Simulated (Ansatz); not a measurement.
# CH6BFO2Si: basis-set convergence

Aim: see how fast density functionals converge with the basis set for CH6BFO2Si.

Computed with Ansatz 0.2.0, Gaussian basis. Level: one geometry, several basis sets.

Plan: PBE0-D4/def2-SVP; ωB97M-V/def2-SVP; PBE0-D4/def2-QZVPP; ωB97M-V/def2-QZVPP; the functionals' def2-TZVPP values are taken from earlier runs.

## 1. The relaxed structure

All runs share one geometry, relaxed beforehand with PBE0-D4 in a triple-zeta def2 set.

SMILES `FCOBO[SiH3]`, 12 atoms, charge 0, spin multiplicity 1.

Atoms are counted from 1 here; the program's logs count them from 0.

Bond lengths: F1–C2 1.368 Å, C2–O3 1.381 Å, C2–H7 1.095 Å, C2–H8 1.092 Å, O3–B4 1.370 Å, B4–O5 1.346 Å, B4–H9 1.198 Å, O5–Si6 1.660 Å, Si6–H10 1.481 Å, Si6–H11 1.483 Å, Si6–H12 1.484 Å. Angles: F1–C2–O3 109.4°, F1–C2–H7 107.6°, F1–C2–H8 107.9°, O3–C2–H7 111.5°, O3–C2–H8 108.5°, H7–C2–H8 111.8°, C2–O3–B4 120.8°, O3–B4–O5 118.7°, O3–B4–H9 120.5°, O5–B4–H9 120.8°, B4–O5–Si6 130.9°, O5–Si6–H10 106.3°, O5–Si6–H11 110.3°, O5–Si6–H12 110.1°, H10–Si6–H11 110.1°, H10–Si6–H12 109.9°, H11–Si6–H12 110.0°.

Coordinates:

```csv
atom,x (Å),y (Å),z (Å)
F1,-2.67531,-0.34490,1.00601
C2,-1.52633,0.16811,1.54344
O3,-0.54980,0.22358,0.56886
B4,0.33505,-0.80893,0.40430
O5,1.21478,-0.74952,-0.61299
Si6,1.42040,0.38427,-1.80828
H7,-1.22954,-0.48159,2.37318
H8,-1.73868,1.18469,1.87988
H9,0.33586,-1.73564,1.16307
H10,2.52522,-0.10897,-2.66178
H11,0.17919,0.52049,-2.60822
H12,1.78607,1.69341,-1.21337
```

## 2. PBE0-D4 in def2-SVP

Input file in.yaml:

```yaml
crystal:
  periodic: [false, false, false]
  atoms:
    - {symbol: F, position_ang: [-2.675308, -0.344899, 1.006011]}
    - {symbol: C, position_ang: [-1.526335, 0.168115, 1.543444]}
    - {symbol: O, position_ang: [-0.549801, 0.223576, 0.568856]}
    - {symbol: B, position_ang: [0.335052, -0.808931, 0.404303]}
    - {symbol: O, position_ang: [1.214784, -0.749525, -0.612987]}
    - {symbol: Si, position_ang: [1.420396, 0.384274, -1.808278]}
    - {symbol: H, position_ang: [-1.229540, -0.481591, 2.373180]}
    - {symbol: H, position_ang: [-1.738677, 1.184693, 1.879882]}
    - {symbol: H, position_ang: [0.335856, -1.735637, 1.163066]}
    - {symbol: H, position_ang: [2.525221, -0.108970, -2.661784]}
    - {symbol: H, position_ang: [0.179185, 0.520487, -2.608223]}
    - {symbol: H, position_ang: [1.786066, 1.693407, -1.213371]}
basis:
  gaussian: {orbitals: def2-SVP}
hamiltonian: {xc: pbe0, dispersion: d4}
output: {orbitals: {seedname: orbitals}}
```

Further steps of the session: ωB97M-V in def2-SVP; PBE0-D4 in def2-QZVPP; ωB97M-V in def2-QZVPP.

Before running them: what should the planned runs give, taken together? Wanted: PBE0-D4: double and triple zeta above quadruple; ωB97M-V: double and triple zeta above quadruple.

**Answer**, as computed:

| quantity | value |
| --- | --- |
| PBE0-D4: double and triple zeta above quadruple | 13.84, 0.76 eV |
| ωB97M-V: double and triple zeta above quadruple | 14.08, 0.71 eV |

PBE0-D4 gains 13.08 eV from double to triple zeta, then 0.76 eV more. Total energies overstate the basis error of differences, where much of it tends to cancel. The LUMO of ωB97M-V is positive and keeps falling with the basis (2.46 to 1.46 eV): an unbound level that the basis holds in place.
